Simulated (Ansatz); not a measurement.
# ScGe+ (quintet): wave-function methods side by side at distance Sc1–Ge2 = 3.085 Å, def2-SVP

Aim: climb from Hartree-Fock through coupled cluster and multireference methods for ScGe+ (quintet) at one geometry and basis, and see what each rung misses.

Program: Ansatz 0.2.0, Gaussian basis. Level of theory: def2-SVP, core rule «outside noble gas», up to 23 orbitals frozen. These are calculated values, not measurements.

Plan: UHF; CCSD(T) on ROHF; CCSD(T) on UHF; CISD as a restricted active space (open shells left free, so some higher excitations enter); CCSDT(Q) on ROHF; CCSDT(Q) on UHF; CASSCF and MRCISD+Q, 6 electrons in 6 orbitals; CASSCF and NEVPT2, 6 electrons in 6 orbitals; Full CI.

55 further runs of the same task are left out: 27 for a known fault of the program, 22 that didn't finish, 6 set aside as unsound or not needed. Runs told in other sessions of the task aren't counted.

**1. What is computed**

The geometry derives from a PBE0/def2-TZVP stationary point (not a proven minimum). One bond is set to the value named and the two fragments are kept rigid. No spin-orbit coupling is included. The filled d shell of Ge may be among the frozen orbitals whatever the setting's name suggests.

2 atoms, charge 1, spin multiplicity 5.

Atoms are counted from 1 here; the program's logs count them from 0.

No contacts short enough for the rule that draws bonds.

**2. UHF**

The input, in.yaml:

```yaml
crystal:
  periodic: [false, false, false]
  atoms:
    - {symbol: Sc, position_ang: [0.000000, 0.000000, 0.000000]}
    - {symbol: Ge, position_ang: [0.000000, 0.000000, 3.085000]}
basis:
  gaussian: {orbitals: def2-SVP}
total_charge: 1
magnetization: {spin_polarized: true, initial_magnetization: 4}
hamiltonian: {xc: hf}
output: {orbitals: {seedname: orbitals}}
```

Run with:

```sh
$ ansatz run in.yaml --threads 1 --pin off --events-out ev --progress --plain --max-ram 2393MiB
```

The runs that follow: CCSD(T) on ROHF; CCSD(T) on UHF; CISD as a restricted active space (open shells left free, so some higher excitations enter); CCSDT(Q) on ROHF; CCSDT(Q) on UHF; CASSCF and MRCISD+Q, 6 electrons in 6 orbitals; CASSCF and NEVPT2, 6 electrons in 6 orbitals; Full CI.

Before running them: what should the planned runs give, taken together? Wanted: FCI from the RHF energy; RMP2 from FCI; UMP2 from FCI; RCCSD from FCI; RCCSD(T) from FCI; UCCSD(T) from FCI; RCCSDT(Q) from FCI; UCCSDT(Q) from FCI; NEVPT2 pair from FCI.

**Answer**, as computed:

| quantity | value |
| --- | --- |
| FCI from the ROHF energy | -2.3623 eV |
| RMP2 from FCI | +67.0 kJ/mol |
| UMP2 from FCI | +65.6 kJ/mol |
| RCCSD from FCI | +18.4 kJ/mol |
| RCCSD(T) from FCI | +8.1 kJ/mol |
| UCCSD(T) from FCI | +4.1 kJ/mol |
| RCCSDT(Q) from FCI | +1.8 kJ/mol |
| UCCSDT(Q) from FCI | -2.5 kJ/mol |
| NEVPT2 pair from FCI | +66.4 kJ/mol |
| MRCISD+Q pair from FCI | +7.5 kJ/mol |
| levels within 1 kcal/mol (43 meV) | UCCSD(T), RCCSDT, UCCSDT, RCCSDT(Q), UCCSDT(Q) |
| T1 diagnostic | 0.051 |
| effectively unpaired electrons | 4.08 |

RCCSD(T) misses by +8.1 kJ/mol, 3.5 % of the correlation energy. CCSD(T) misses by +8.1 kJ/mol on the restricted determinant and by +4.1 kJ/mol on the unrestricted one; the two need not hold the same state or core. UCCSDT, UCCSDT(Q) fall below full CI: unrestricted runs freeze a spin-polarised core, another one than full CI's, and coupled cluster isn't variational. The occupations are near whole numbers, but T1 = 0.051 shows that the orbitals relax strongly. Of the multireference levels listed MRCISD+Q pair comes nearest in total energy (+7.5 kJ/mol), which doesn't show that its space is the better one. These misses are within one basis, not against nature; the frozen cores of restricted and unrestricted runs differ, which can shift their rows.

Levels on UHF freeze UHF's core orbitals, full CI those of ROHF, so the U rows can settle a little off it for that reason alone.

With open shells the CI space here admits some higher excitations, so it is larger than plain CISD.
